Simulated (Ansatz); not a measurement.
# Rb2Y: the cost of one run

Method: DFT PBE, scalar-relativistic, plane waves, PAW, in Ansatz 0.2.0.

**1. The system as given**

It takes space group Fm-3m (No. 225, cubic). Conventional cell: a = 7.524 Å, b = 7.524 Å, c = 7.524 Å, α = 90.00°, β = 90.00°, γ = 90.00°. Rb (site symmetry -43m) has 4 Y at 3.26 Å as nearest neighbours. Around Y (site symmetry m-3m) lie 8 Rb at 3.26 Å.

Coordinates:

```xyz
3
Lattice="0.0000 3.7622 3.7622 3.7622 0.0000 3.7622 3.7622 3.7622 0.0000" Properties=species:S:1:pos:R:3 pbc="T T T"
Rb    1.8811    1.8811    1.8811
Rb    5.6433    5.6433    5.6433
Y     0.0000    0.0000    0.0000
```

This is candidate A: fluorite type (Fm-3m, No. 225).

(A quick probe on a coarse mesh, which set the mesh and smearing, is not shown.)

**3. Rough relaxation on the coarse mesh (candidate A)**

input.yaml

```yaml
crystal:
  lattice:
    - [0.0, 3.7622250302, 3.7622250302]
    - [3.7622250302, 0.0, 3.7622250302]
    - [3.7622250302, 3.7622250302, 0.0]
  atoms:
    - { symbol: Rb, position: [0.25, 0.25, 0.25] }
    - { symbol: Rb, position: [0.75, 0.75, 0.75] }
    - { symbol: "Y", position: [0.0, 0.0, 0.0] }
basis:
  ecutwfc: 420
kpoints:
  mp_grid: { grid: [4, 4, 4] }
hamiltonian:
  xc: pbe
scf:
  occupations: { method: gaussian, width: 0.1 }
  lower_state_search: "off"
output:
  forces: true
  stress: true
  eigenvalues: true
relax:
  adjacent_minimum: "off"
  f_tol: 0.04
  max_steps: 70
  cell: { stress_tol: 0.4 }
```

The run is started by

```console
ansatz run input.yaml --threads 1 --pin off --max-ram 2560MiB --backend cpu --events-out ev --progress --plain --runs-dir out
```

**Question.** How long does this run take on 1 thread of Arm Neoverse V1, shared host, and how much memory does it need?

About 16 s, with a peak of 0.42 GiB.
